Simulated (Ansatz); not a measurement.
**triplet C2H3BFN at 3 levels**

Wanted: a comparison of 3 runs (UHF/STO-3G, U-revPBE/def2-SVP, UPBE-QIDH/def2-SVP) of triplet C2H3BFN. 

Program for the calculation: Ansatz 0.2.0.

122 further runs of the same task are left out: 122 set aside as unsound or not needed.

## (1) The system as given

The species is C2H3BFN (8 atoms), meant as a triplet with charge 0. SMILES of the parent species: `FB1C=NC1`. The shape is that of a PBE0-D4/def2-TZVP optimisation. That shape belongs to the parent species and isn't relaxed for this state.

Bond lengths: F1–B2 1.312 Å, B2–C3 1.553 Å, C3–N4 1.291 Å, B2–C5 1.580 Å, N4–C5 1.510 Å, C3–H6 1.087 Å, C5–H7 1.093 Å, C5–H8 1.090 Å. Some angles: F1–B2–C3 135.6°, F1–B2–C5 135.3°, C3–B2–C5 86.1°, B2–C3–N4 90.7°, C3–N4–C5 99.2°, B2–C5–N4 82.2°, B2–C3–H6 145.8°, N4–C3–H6 122.6°, B2–C5–H7 120.5°, B2–C5–H8 118.9°.

## (2) The energy at UHF/STO-3G (run 1)

The input, run.yaml:

```yaml
crystal:
  periodic: [false, false, false]
  atoms:
    - symbol: F
      position_ang: [0.213200, -1.007300, 1.918400]
    - symbol: B
      position_ang: [-0.024100, -0.304800, 0.836200]
    - symbol: C
      position_ang: [0.319000, 1.128500, 0.345800]
    - symbol: "N"
      position_ang: [0.303900, 0.728600, -0.881200]
    - symbol: C
      position_ang: [-0.301700, -0.640600, -0.682300]
    - symbol: H
      position_ang: [0.656500, 2.120900, 0.633900]
    - symbol: H
      position_ang: [0.257100, -1.432700, -1.186200]
    - symbol: H
      position_ang: [-1.331600, -0.649700, -1.040300]
basis:
  gaussian:
    orbitals: STO-3G
total_charge: 0
magnetization:
  spin_polarized: true
  initial_magnetization: 2
hamiltonian:
  xc: hf
accuracy: high
output: {orbitals: {seedname: orbitals}}
```

The run is started by

```bash
ansatz run run.yaml --threads 1 --pin off --max-ram 3480MiB --events-out events.jsonl --progress --plain --runs-dir runs
```

Log:

```text
Warning: RAYON_NUM_THREADS=1 ignored (pool sized by the plan → 1); use --threads N
Functional definition: HF
  name "HF"
  exchange = exact_x
  correlation = 0
585 factors; integrals over basis functions are off by at most 4.5e-9 eV
mean field evaluation 1: about -6870.4746 eV, gradient 1.7e1 eV
mean field evaluation 2: about -6870.6812 eV, gradient 1.7e1 eV
mean field evaluation 4: about -6873.4689 eV, gradient 2.7e0 eV
mean field evaluation 8: about -6873.7273 eV, gradient 2.1e-1 eV
mean field evaluation 16: about -6873.7282 eV, gradient 2.6e-8 eV
mean field evaluation 32: about -6872.9323 eV, gradient 5.1e-1 eV
mean field evaluation 64: about -6870.4767 eV, gradient 1.7e1 eV
mean field -6873.72817375 eV, -252.6048512051 hartree, gradient 2.6e-8 eV, S^2 2.006127; 2 other end points of the search recorded, 0 dependent functions left out
reference -6873.72817375 eV, -252.6048512051 hartree; 19, 17 occupied and 9, 11 virtual orbitals, 585 factors
Total energy: -6873.72817375 eV, -252.6048512051 hartree
```

It took 0.4 s on 1 thread of Arm Neoverse V2, shared host.

## (3) The energy at U-revPBE/def2-SVP (run 2)

The input, job.yaml:

```yaml
crystal:
  periodic: [false, false, false]
  atoms:
    - {symbol: F, position_ang: [0.213200, -1.007300, 1.918400]}
    - {symbol: B, position_ang: [-0.024100, -0.304800, 0.836200]}
    - {symbol: C, position_ang: [0.319000, 1.128500, 0.345800]}
    - {symbol: N, position_ang: [0.303900, 0.728600, -0.881200]}
    - {symbol: C, position_ang: [-0.301700, -0.640600, -0.682300]}
    - {symbol: H, position_ang: [0.656500, 2.120900, 0.633900]}
    - {symbol: H, position_ang: [0.257100, -1.432700, -1.186200]}
    - {symbol: H, position_ang: [-1.331600, -0.649700, -1.040300]}
basis:
  gaussian:
    orbitals: def2-SVP
magnetization:
  spin_polarized: true
  initial_magnetization: 2
hamiltonian:
  xc: {name: revPBE}
accuracy: high
output:
  orbitals: {seedname: orbitals}
```

The run is started by

```bash
ansatz run job.yaml --threads 1 --pin off --max-ram 3480MiB --events-out events.jsonl --progress --plain --runs-dir runs
```

Log:

```text
Warning: RAYON_NUM_THREADS=1 ignored (pool sized by the plan → 1); use --threads N
Functional definition: revPBE
  name "revPBE"
  parameter kappa = 1.245
  parameter beta = 0.06672455060314922
  exchange = pbe_x(kappa = kappa, mu = beta*pi^2/3)
  correlation = pbe_c(beta = beta)
2019 factors; integrals over basis functions are off by at most 3.4e-9 eV
mean field evaluation 1: about -6989.2021 eV, gradient 3.6e1 eV
mean field evaluation 2: about -6983.0325 eV, gradient 4.8e1 eV
mean field evaluation 4: about -6995.4790 eV, gradient 4.4e0 eV
mean field evaluation 8: about -6995.5599 eV, gradient 2.6e-1 eV
mean field evaluation 16: about -6995.5602 eV, gradient 1.5e-4 eV
mean field evaluation 32: about -6995.0437 eV, gradient 3.1e0 eV
mean field -6995.56016622 eV, -257.0820943475 hartree, gradient 6.9e-8 eV, S^2 2.004274; 2 other end points of the search recorded, 0 dependent functions left out
reference -6995.56016997 eV, -257.0820944854 hartree; 19, 17 occupied and 66, 68 virtual orbitals, 2019 factors
Total energy: -6995.56016997 eV, -257.0820944854 hartree
```

Wall time 8.7 s (1 thread of Arm Neoverse V2, shared host); peak memory 0.27 GiB.

## (4) The energy at UPBE-QIDH/def2-SVP (run 3)

The input, input.yaml:

```yaml
crystal:
  periodic: [false, false, false]
  atoms:
    - {symbol: F, position_ang: [0.213200, -1.007300, 1.918400]}
    - {symbol: B, position_ang: [-0.024100, -0.304800, 0.836200]}
    - {symbol: C, position_ang: [0.319000, 1.128500, 0.345800]}
    - {symbol: "N", position_ang: [0.303900, 0.728600, -0.881200]}
    - {symbol: C, position_ang: [-0.301700, -0.640600, -0.682300]}
    - {symbol: H, position_ang: [0.656500, 2.120900, 0.633900]}
    - {symbol: H, position_ang: [0.257100, -1.432700, -1.186200]}
    - {symbol: H, position_ang: [-1.331600, -0.649700, -1.040300]}
basis:
  gaussian: {orbitals: def2-SVP}
accuracy: high
correlation: {frozen_orbitals: {B: 1, C: 1, F: 1, H: 0, "N": 1}}
magnetization: {spin_polarized: true, initial_magnetization: 2}
hamiltonian: {xc: {name: PBE-QIDH}}
output: {orbitals: {seedname: orbitals}}
```

The run is started by

```bash
ansatz run input.yaml --threads 1 --pin off --max-ram 3480MiB --events-out events.jsonl --progress --plain --runs-dir runs
```

Log, shortened:

```text
Warning: RAYON_NUM_THREADS=1 ignored (pool sized by the plan → 1); use --threads N
Functional definition: PBE-QIDH
  name "PBE-QIDH"
[...]
2019 factors; integrals over basis functions are off by at most 3.4e-9 eV
[...]
mean field -6980.05944174 eV, -256.5124532297 hartree, gradient 8.0e-8 eV, S^2 2.012731; 2 other end points of the search recorded, 0 dependent functions left out
5 core orbitals not correlated: weight in the atoms' cores, before any rotation towards them, 1.000 or more for the frozen orbitals, at most 0.000 for the correlated occupied ones
reference -6980.05944263 eV, -256.5124532626 hartree; 14, 12 occupied and 66, 68 virtual orbitals, 2019 factors
second order -20.10393145 eV of doubles, -0.00000000 eV of singles
Total energy: -6986.76075312 eV, -256.7587218805 hartree
```

Run time: 19 s. Hardware: 1 thread of Arm Neoverse V2, shared host; peak memory 0.38 GiB.

## (5) All runs side by side

```tsv
run	level	frozen core orbitals	energy (Eh)	HOMO energy (eV)	LUMO energy (eV)	⟨S²⟩	wall time
1	UHF/STO-3G	–	-252.604851	-5.09	4.66	2.006	0.4 s
2	U-revPBE/def2-SVP	–	-257.082094	-3.26	–	2.004	8.7 s
3	UPBE-QIDH/def2-SVP	5	-256.758722	-6.46	-1.68	2.013	19 s
```

## (6) Summary of results

```
                                                       quantity          value
                                            run 3: total energy  -256.75872 Eh
run 3: HOMO energy (SCF part's orbitals) (highest over α and β)       -6.46 eV
 run 3: LUMO energy (SCF part's orbitals) (lowest over α and β)       -1.68 eV
                                                    run 3: ⟨S²⟩          2.013
```

**Reading.** Totals of different functionals can't be ranked against each other. In run 1 the basis is minimal, so the values are rough. All runs together took 28 s, the longest 19 s.
